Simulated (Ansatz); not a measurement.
LaBi2ClO4:

```
Bi La Cl O
1.0
     3.98890    0.00000    0.00000
     0.00000    3.98890    0.00000
     0.00000    0.00000    9.33319
Bi La Cl O
2 1 1 4
Direct
  0.50000 0.50000 0.72162
  0.50000 0.50000 0.27838
  0.00000 0.00000 0.00000
  0.00000 0.00000 0.50000
  0.50000 0.00000 0.83834
  0.50000 0.00000 0.16166
  0.00000 0.50000 0.83834
  0.00000 0.50000 0.16166
```

The cell is a database's computed one.

* Program: Ansatz 0.2.0
* Task: relaxation of cell and atoms
* Functional: PBEsol
* Potentials or basis: Ansatz PAW
* Cutoff: 420 eV (not typed: the program's choice for these potentials)
* k mesh: 7 × 7 × 3
* Occupations: fermi-dirac, width 0.05 eV
* Spin: no spin polarisation
* Hubbard terms: La f U = 2 eV

At the start: volume 18.56 Å³/atom.

Task: Where does the relaxation end?

Result: It ends after 8 steps and the volume is 17.46 Å³/atom (-5.9 %); space group P4/mmm (No. 123, to 0.05 Å).

Step by step:
| step | energy change (eV) | largest force (eV/Å) | volume (Å³) |
| --- | --- | --- | --- |
| 1 | 0.0000 | 0.3219 | 148.50 |
| 2 | -0.0951 | 0.2159 | 138.17 |
| 3 | -0.1147 | 0.0537 | 140.14 |
| 4 | -0.1151 | 0.0363 | 140.28 |
| 5 | -0.1156 | 0.0019 | 140.17 |
| 6 | -0.1013 | 0.0027 | 140.17 |
| 7 | -0.1027 | 0.0009 | 139.70 |
| 8 | -0.1015 | 0.0009 | 139.70 |

Final structure:
```yaml
crystal:
  lattice:
    - [3.93715, 0.00000, 0.00000]
    - [0.00000, 3.93715, 0.00000]
    - [0.00000, 0.00000, 9.01216]
  atoms:
    - { symbol: Bi, position: [0.50000, 0.50000, 0.71310] }
    - { symbol: Bi, position: [0.50000, 0.50000, 0.28690] }
    - { symbol: La, position: [0.00000, 0.00000, 0.00000] }
    - { symbol: Cl, position: [0.00000, 0.00000, 0.50000] }
    - { symbol: O, position: [0.50000, 0.00000, 0.83258] }
    - { symbol: O, position: [0.50000, 0.00000, 0.16742] }
    - { symbol: O, position: [0.00000, 0.50000, 0.83258] }
    - { symbol: O, position: [0.00000, 0.50000, 0.16742] }
```

Caveat: the magnetic or orbital state may not be the lowest; the plane-wave basis is chosen anew once the cell has moved, so the energies of steps on either side of that aren't comparable; the pressure holds a Pulay correction of +0.4 GPa for the finite cutoff; the PAW data sets come from PBE, with cores solved anew for the run's functional, which leaves a small shift of forces and pressure.
